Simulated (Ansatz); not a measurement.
Task: a check of PAW against all-electron LAPW of Sc, space group I4/mmm, with the Ansatz DFT code, driven from Python. Give the script and its output. Use (first run): PBEsol, PAW, the default cutoff (420 eV here), 10×10×10 k-points, cold smearing of 0.1 eV.

```cif
data_structure
_symmetry_space_group_name_H-M 'P 1'
_symmetry_Int_Tables_number 1
_cell_length_a 3.5676
_cell_length_b 3.5676
_cell_length_c 3.5676
_cell_angle_alpha 116.437
_cell_angle_beta 116.437
_cell_angle_gamma 96.290
_cell_volume 33.62
loop_
_atom_site_label
_atom_site_type_symbol
_atom_site_fract_x
_atom_site_fract_y
_atom_site_fract_z
_atom_site_occupancy
Sc1 Sc 0.00000 0.00000 0.00000 1
```

Script `paw_lapw.py`:
```python
"""Checking the PAW result for Sc with LAPW."""

import ansatz
import numpy as np
from pymatgen.core import Lattice, Structure
from pymatgen.io.ase import AseAtomsAdaptor

params = {
    "occupations": "Marzari-Vanderbilt",
    "width_ev": 0.1,
}


def count_gap(report):
    # lowest empty less highest filled band, counting bands; zero where they overlap
    return max(report.get("gap_by_band_count_ev") or 0.0, 0.0)


def main() -> None:
    pmg_structure = Structure(
        Lattice([[-1.879, 1.879, 2.3805], [1.879, -1.879, 2.3805], [1.879, 1.879, -2.3805]]),
        ["Sc"],
        [
            [0.0, 0.0, 0.0],
        ],
    )
    crystal = ansatz.Crystal.from_ase(AseAtomsAdaptor.get_atoms(pmg_structure))

    job = crystal.calculation()
    job = job.functional(ansatz.Functional.PBESOL)
    job = job.kpoints(10)
    job = job.occupations(params["occupations"], width=params["width_ev"])
    job = job.stress()
    job = job.forces().band_table()
    variants = {
        "PAW": job.pseudopotentials("paw"),
        "LAPW": job.pseudopotentials("all_electron", lapw=True),
    }
    # totals differ by the cores that each treatment holds, so compare what does not depend on them
    rows = []
    for label, variant in variants.items():
        rep = variant.run().report
        levels = np.array(rep["eigenvalues_ev"][0]) - rep["fermi_energy_ev"]
        print(label, "levels at the first k-point near E_F:", np.round(levels[np.abs(levels) < 5], 3))
        rows.append((label, rep["n_electrons"], np.trace(rep["stress_gpa"]) / 3, count_gap(rep)))
    print("     treatment  electrons in bands           P GPa  gap by band count eV")
    for row in rows:
        print(f"{str(row[0]):>14s}  {row[1]:18.1f}  {row[2]:14.3f}  {row[3]:20.3f}")


if __name__ == "__main__":
    main()
```

```console
$ python paw_lapw.py
DeckWarning: basis.ecutwfc = 420 eV, auto-derived from the records' recommended cutoffs: set by Sc (normal level)
PAW levels at the first k-point near E_F: [-4.505  1.011  1.011  1.456  1.741  2.212]
LAPW levels at the first k-point near E_F: [-4.505  1.011  1.011  1.455  1.74   2.211]
     treatment  electrons in bands           P GPa  gap by band count eV
           PAW                11.0         -10.712                 0.000
          LAPW                11.0         -10.707                 0.000
```
(Warnings from the package without file and line.)

PAW gives -10.712 GPa and LAPW -10.707 GPa, 0.005 GPa apart. They took 1.5 and 5.3 s of processor time.

What to keep in mind:
- Total energies depend on the potentials; only differences at equal settings carry meaning. A total without «per atom» is that of the whole cell that was run.
- The computed bands are complete only to about 2.0 eV above the Fermi level.
- The mesh is modest for a metal, so energies can be off by several to tens of meV an atom and pressures by half a GPa or more; differences at equal mesh fare better.
- A gap by band count of zero or less means overlapping bands, a metal, and at an odd count of electrons it is no gap at all.
- At these settings the cell as given stands under about -11 GPa, so it isn't at this functional's equilibrium volume.
- This isn't the structure that Sc takes at ambient conditions.
- Gaps and levels are Kohn-Sham values on a finite set of k-points.
- Pressure is positive in compression; the treatments may keep other shells as core, so totals and counts of electrons can differ.
- Wall time of the script: 7.9 s on 1 thread of Arm Neoverse V1 (shared host), peak memory 0.46 GiB.
